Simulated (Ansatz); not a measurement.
# CH7NSn (SMILES C[NH][SnH3]) at HF/3-21G

What is the energy change on altering one bond length of CH7NSn at HF/3-21G? 

The calculation is run with Ansatz 0.2.0.

74 further runs of the same task are left out: 74 set aside as unsound or not needed.

## 1. The structure to begin with

CH7NSn has 10 atoms, charge 0, and is taken as a singlet. SMILES: `C[NH][SnH3]`. The shape is that of a PBE0-D4/def2-TZVP optimisation.

Bond lengths: C1–N2 1.451 Å, N2–Sn3 2.028 Å, C1–H4 1.095 Å, C1–H5 1.094 Å, C1–H6 1.101 Å, N2–H7 1.011 Å, Sn3–H8 1.705 Å, Sn3–H9 1.706 Å, Sn3–H10 1.718 Å. Some angles: C1–N2–Sn3 118.3°, C1–N2–H7 111.0°, Sn3–N2–H7 112.3°, N2–C1–H4 110.3°, N2–C1–H5 109.7°, N2–C1–H6 115.2°, N2–Sn3–H8 106.4°, N2–Sn3–H9 105.8°, N2–Sn3–H10 112.2°, H4–C1–H5 106.6°.

## 2. A single-point energy at HF/3-21G

Contents of run.yaml:

```yaml
crystal:
  periodic: [false, false, false]
  atoms:
    - {symbol: C, position_ang: [-0.898400, 0.758000, -0.879200]}
    - {symbol: N, position_ang: [-0.343000, -0.532900, -0.516500]}
    - {symbol: Sn, position_ang: [0.897300, -0.629400, 1.085100]}
    - {symbol: H, position_ang: [-1.664200, 0.637600, -1.652700]}
    - {symbol: H, position_ang: [-1.396800, 1.201100, -0.011700]}
    - {symbol: H, position_ang: [-0.168200, 1.494600, -1.247500]}
    - {symbol: H, position_ang: [0.037300, -1.004000, -1.326200]}
    - {symbol: H, position_ang: [1.451700, -2.239000, 1.169900]}
    - {symbol: H, position_ang: [-0.052600, -0.195500, 2.433700]}
    - {symbol: H, position_ang: [2.220200, 0.458400, 0.948000]}
basis:
  gaussian:
    orbitals: 3-21G-spherical.json
hamiltonian:
  xc: hf
output: {orbitals: {seedname: orbitals}}
accuracy: high
```

The basis set 3-21G is read from a file made from the Basis Set Exchange's data (not shown).

Started as:

```sh
$ ansatz run run.yaml --threads 1 --pin off --max-ram 3480MiB --events-out events.jsonl --progress --plain --runs-dir runs
```

The program printed:

```text
Warning: RAYON_NUM_THREADS=1 ignored (pool sized by the plan → 1); use --threads N
Functional definition: HF
  name "HF"
  exchange = exact_x
  correlation = 0
1426 factors; integrals over basis functions are off by at most 9.5e-9 eV
mean field evaluation 1: about -165772.6066 eV, gradient 2.6e1 eV
mean field evaluation 2: about -165772.9044 eV, gradient 2.6e1 eV
mean field evaluation 4: about -165774.4663 eV, gradient 2.2e0 eV
mean field evaluation 8: about -165774.4840 eV, gradient 1.2e-1 eV
mean field evaluation 16: about -165774.4841 eV, gradient 2.4e-8 eV
mean field -165774.48410135 eV, -6092.0999247436 hartree, gradient 2.4e-8 eV, S^2 0.000000; 0 other end points of the search recorded, 0 dependent functions left out
reference -165774.48410135 eV, -6092.0999247436 hartree; 35, 35 occupied and 28, 28 virtual orbitals, 1426 factors
Total energy: -165774.48410135 eV, -6092.0999247436 hartree
```

Run time: 1.3 s. Hardware: 1 thread of Arm Neoverse V2, shared host; peak memory 0.17 GiB.

## 3. The distorted shape at the same level

Contents of in.yaml:

```yaml
crystal:
  periodic: [false, false, false]
  atoms:
    - {symbol: C, position_ang: [-2.485870, -0.547352, -0.714681]}
    - {symbol: N, position_ang: [-1.930470, -1.838252, -0.351981]}
    - {symbol: Sn, position_ang: [-0.690170, -1.934752, 1.249619]}
    - {symbol: H, position_ang: [-3.251670, -0.667752, -1.488181]}
    - {symbol: H, position_ang: [-2.984270, -0.104252, 0.152819]}
    - {symbol: H, position_ang: [-1.755670, 0.189248, -1.082981]}
    - {symbol: H, position_ang: [-1.550170, -2.309352, -1.161681]}
    - {symbol: H, position_ang: [-0.135770, -3.544352, 1.334419]}
    - {symbol: H, position_ang: [-1.640070, -1.500852, 2.598219]}
    - {symbol: H, position_ang: [2.220200, 0.458400, 0.948000]}
basis:
  gaussian: {orbitals: 3-21G-spherical.json}
hamiltonian: {xc: hf}
accuracy: high
output: {orbitals: {seedname: orbitals}}
```

The basis set 3-21G is read from a file made from the Basis Set Exchange's data (not shown).

Started as:

```sh
$ ansatz run in.yaml --threads 1 --pin off --max-ram 3480MiB --events-out events.jsonl --progress --plain --runs-dir runs
```

The program printed:

```text
Warning: RAYON_NUM_THREADS=1 ignored (pool sized by the plan → 1); use --threads N
[... 4 set-up lines as earlier in the session ...]
1408 factors; integrals over basis functions are off by at most 3.0e-8 eV
mean field evaluation 1: about -165766.6174 eV, gradient 2.5e1 eV
mean field evaluation 2: about -165766.8900 eV, gradient 2.5e1 eV
mean field evaluation 4: about -165769.3768 eV, gradient 2.2e0 eV
mean field evaluation 8: about -165769.4016 eV, gradient 1.9e-1 eV
mean field evaluation 16: about -165769.4019 eV, gradient 3.4e-8 eV
mean field -165769.40191146 eV, -6091.9131577097 hartree, gradient 3.4e-8 eV, S^2 0.000000; 0 other end points of the search recorded, 0 dependent functions left out
reference -165769.40191146 eV, -6091.9131577097 hartree; 35, 35 occupied and 28, 28 virtual orbitals, 1408 factors
Total energy: -165769.40191146 eV, -6091.9131577097 hartree
```

Wall time 1.4 s (1 thread of Arm Neoverse V2, shared host); peak memory 0.17 GiB.

## 4. Outcome

Level: HF/3-21G.

```
                                                           quantity           value
                                          first shape: total energy  -6092.09992 Eh
                                           first shape: HOMO energy        -9.48 eV
                                           first shape: LUMO energy         3.53 eV
                                         first shape: HOMO–LUMO gap        13.01 eV
                                      distorted shape: total energy  -6091.91316 Eh
                                       distorted shape: HOMO energy        -6.84 eV
                                       distorted shape: LUMO energy        -0.94 eV
                                     distorted shape: HOMO–LUMO gap         5.90 eV
energy change with the Sn3–H10 bond stretched from 1.718 to 3.780 Å        5.082 eV
```

In words: One bond (distorted shape) is far stretched, which a spin-restricted single reference describes badly; a broken-symmetry solution may lie lower. With the Sn3–H10 bond stretched from 1.718 to 3.780 Å the energy rises by 5.08 eV (490 kJ/mol). The first shape isn't relaxed at this level, so the change isn't measured from a minimum. A restricted reference can't describe the breaking bond well at this length. Relativity is left out (first shape) although the molecule holds a heavy atom. Relativity is left out (distorted shape) although the molecule holds a heavy atom.
